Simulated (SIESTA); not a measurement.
The system is MnO3.

```
CELL_PARAMETERS angstrom
-2.84454 3.13817 2.60640
2.84454 -3.13817 2.60640
2.84454 3.13817 -2.60640
ATOMIC_POSITIONS crystal
Mn 0.00000 0.00000 0.00000
Mn 0.50000 0.00000 0.50000
O 0.89067 0.50000 0.89067
O 0.10933 0.00000 0.60933
O 0.89067 0.00000 0.39067
O 0.10933 0.50000 0.10933
O 0.43395 0.18395 0.25000
O 0.56605 0.81605 0.75000
```

The cell comes from a database or a generator and needn't be the stable form of this composition.

- Program: SIESTA 5.4.2
- Task: single point
- Functional: PBEsol
- Potentials or basis: PseudoDojo 0.4 standard (PBEsol files)
- Basis: DZP (energy shift 0.003 Ry; two zetas on semicore shells)
- Grid cutoff: 800 Ry
- Energy shift: 0.003 Ry
- k mesh: 7 × 7 × 7
- Occupations: fermi-dirac, width 0.05 eV
- Spin: collinear spin, ferromagnetic start
- Starting moments: [4.0, 4.0, 0.0, 0.0, 0.0, 0.0, 0.0, 0.0] μB

On this cell: pressure -12.2 GPa; largest force 1.122 eV/Å; net moment 6.00 μB per cell; site moments Mn +3.36; O -0.17, -0.02 μB; band gap on the k mesh none (metal or under the smearing width).

The same run follows on a disturbed copy (atoms moved at random, drawn with an rms of 0.05 Å):

```
CELL_PARAMETERS angstrom
-2.84454 3.13817 2.60640
2.84454 -3.13817 2.60640
2.84454 3.13817 -2.60640
ATOMIC_POSITIONS crystal
Mn 0.99974 0.99587 0.00186
Mn 0.49209 0.99742 0.49822
O 0.89566 0.50291 0.89172
O 0.10145 0.99750 0.60774
O 0.88534 0.99686 0.38788
O 0.11794 0.51252 0.12018
O 0.44290 0.19246 0.25119
O 0.56511 0.81655 0.75996
```

Task: What does the disturbed cell give?

Result: The energy (extrapolated to zero smearing) moves by +14.5 meV/atom; pressure -13.5 GPa; largest force 1.661 eV/Å; net moment 6.00 μB per cell; site moments Mn +3.36, +3.40; O -0.16, -0.19, -0.04, -0.02 μB; band gap on the k mesh none (metal or under the smearing width).

Forces in eV/Å, atoms in the order of the input:
```
Mn   0.032 -0.187  0.101
Mn   0.016  0.332  0.152
O    0.135 -0.269  0.153
O    0.005  0.674  0.113
O    0.054 -0.470  0.006
O   -0.242  0.144 -0.211
O    0.071  0.003 -1.660
O   -0.070 -0.227  1.346
```

Stress tensor (GPa, compression positive):
```
 -9.25  -0.59   0.05
 -0.59 -17.64   0.19
  0.05   0.19 -13.57
```

Caveats: short orbitals over semicore shells can move pressures by several GPa; the basis of atomic orbitals isn't converged, which shifts pressures, moduli and gaps; semilocal functionals often make such compounds metallic where correlation or magnetic order opens a gap, which also shifts bond lengths; only a ferromagnetic start was run, and an antiferromagnetic order may lie lower in energy; forces of over 1 eV/Å show positions far from the minimum, so gaps and moduli don't describe the material at rest (some runs).
